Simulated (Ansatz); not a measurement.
BBrClH, SMILES ClBBr: the interaction energy of a dimer with the counterpoise correction, run with the Python package of Ansatz (0.2.0).

`bbrclh.py`:
```python
# -*- coding: utf-8 -*-
'''Interaction energy of two BBrClH molecules, with the counterpoise correction.'''

import ansatz as az

BASIS_SET = 'def2-SVP'
METHOD = 'MP2'

FIRST = [
    ('Cl', (-1.6572, -0.6077, 0.2032)),
    ('B', (-0.0411, 0.1578, -0.1093)),
    ('Br', (1.5448, -0.6681, 0.7149)),
    ('H', (0.1534, 1.1179, -0.8087)),
]
SECOND = [
    ('Cl', (6.5073, 1.6232, -1.613)),
    ('B', (5.4602, 1.0138, -0.2611)),
    ('Br', (3.6652, 1.7973, -0.0605)),
    ('H', (5.7572, 0.1416, 0.5135)),
]

def energy(atoms, ghosts=()):
    molecule = az.Crystal.molecule()
    for symbol, xyz in atoms:
        molecule = molecule.atom(symbol, xyz)
    calc = (
        molecule.calculation()
        .basis(gaussian=BASIS_SET)
        .correlation(METHOD)
    )
    deck = calc.input()
    if ghosts:
        deck = deck.set(az.key.basis.gaussian.ghost_atoms, [{'symbol': s, 'position_ang': list(xyz)} for s, xyz in ghosts])
    return az.Session.from_dict(deck).plan().execute().report['free_energy_ev']

# monomers in their own basis and in the basis of the dimer
both = energy(FIRST + SECOND)
alone = energy(FIRST) + energy(SECOND)
ghosted = energy(FIRST, SECOND) + energy(SECOND, FIRST)
print(f'dimer {both:.6f} eV')
print(f'interaction, uncorrected   {(both - alone):8.3f} eV')
print(f'interaction, counterpoise  {(both - ghosted):8.3f} eV')
print(f'basis-set superposition    {(alone - ghosted):8.3f} eV')
```

How large is the interaction at this pose, and how much of it is basis-set superposition?

Uncorrected it is 0.120 eV, with the counterpoise correction 0.185 eV; the difference, 0.07 eV, is the superposition error. In this basis both values are repulsive.

The run itself:

Output of `python bbrclh.py`:
```text
dimer -166382.077892 eV
interaction, uncorrected      0.120 eV
interaction, counterpoise     0.185 eV
basis-set superposition       0.065 eV
```

What to keep in mind:
- Total energies depend on the basis set; only differences at equal settings carry meaning.
- The dimer is a generated trial pose of unrelaxed monomers, not a minimum, so the figure is no binding energy, and the basis set is small.
- It ran for 13 s on 1 thread of Arm Neoverse V2, with other jobs on the host, peak memory 0.41 GiB.

(A comment or docstring line of the script was reworded after the run, the code is as it ran; lines on the test bed's own set-up are left out of the output.)
